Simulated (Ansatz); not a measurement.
# CH₄B₂O₂: basis-set convergence

One table from this session's results is given with a row withheld; the runs are named, their logs left out.

The runs use Ansatz 0.2.0, Gaussian basis; one geometry, several basis sets.

Plan: PBE0-D4/def2-SVP; ωB97M-V/def2-SVP; PBE0-D4/def2-QZVPP; ωB97M-V/def2-QZVPP; the functionals' def2-TZVPP values are taken from earlier runs.

**The geometry**

The geometry comes from an earlier relaxation with PBE0-D4 in a triple-zeta def2 set; it is a stationary point, not always the lowest conformer.

SMILES `BOB1CO1`, 9 atoms, charge 0, spin multiplicity 1.

Atoms are counted from 1 here; the program's logs count them from 0.

Bond lengths: B1–O2 1.364 Å, B1–H6 1.195 Å, B1–H7 1.198 Å, O2–B3 1.352 Å, B3–C4 1.502 Å, B3–O5 1.331 Å, C4–O5 1.522 Å, C4–H8 1.086 Å, C4–H9 1.086 Å. Angles: O2–B1–H6 117.0°, O2–B1–H7 119.9°, H6–B1–H7 123.2°, B1–O2–B3 126.2°, O2–B3–C4 155.8°, O2–B3–O5 139.5°, C4–B3–O5 64.7°, B3–C4–O5 52.2°, B3–C4–H8 122.7°, B3–C4–H9 122.7°, O5–C4–H8 112.2°, O5–C4–H9 112.2°, H8–C4–H9 114.2°, B3–O5–C4 63.1°.

The first run:

in.yaml

```yaml
crystal:
  periodic: [false, false, false]
  atoms:
    - {symbol: B, position_ang: [1.802496, -0.071330, -1.007660]}
    - {symbol: O, position_ang: [1.114284, -0.160485, 0.166355]}
    - {symbol: B, position_ang: [-0.215056, 0.023546, 0.328258]}
    - {symbol: C, position_ang: [-1.533553, -0.070848, 1.040541]}
    - {symbol: O, position_ang: [-1.240568, 0.599720, -0.293818]}
    - {symbol: H, position_ang: [2.993372, -0.145587, -0.944657]}
    - {symbol: H, position_ang: [1.207868, 0.059792, -2.039159]}
    - {symbol: H, position_ang: [-1.842470, 0.642614, 1.799357]}
    - {symbol: H, position_ang: [-2.197872, -0.923722, 0.933683]}
basis:
  gaussian: {orbitals: def2-SVP}
hamiltonian: {xc: pbe0, dispersion: d4}
output: {orbitals: {seedname: orbitals}}
```

Started as:

```bash
$ ansatz run in.yaml --threads 2 --pin off --events-out ev --progress --plain --max-ram 4352MiB
```

Steps of the session up to this table: PBE0-D4 in def2-SVP; ωB97M-V in def2-SVP; PBE0-D4 in def2-QZVPP; ωB97M-V in def2-QZVPP.

One table of the session follows, with a row left open; its other results are not shown here.

It belongs to the step «Density functionals: the series». 

| functional | basis | HOMO (eV) |
| --- | --- | --- |
| PBE0-D4 | def2-SVP | -8.30 |
| PBE0-D4 | def2-TZVPP | -8.35 |
| PBE0-D4 | def2-QZVPP | -8.36 |
| ωB97M-V | def2-SVP | -10.63 |
| ωB97M-V | def2-TZVPP | -10.70 |
| ωB97M-V | def2-QZVPP | ? |

Estimate the missing values for ωB97M-V, def2-QZVPP.

**Answer.** HOMO (eV): -10.71. In the column «HOMO (eV)» it is the lowest.
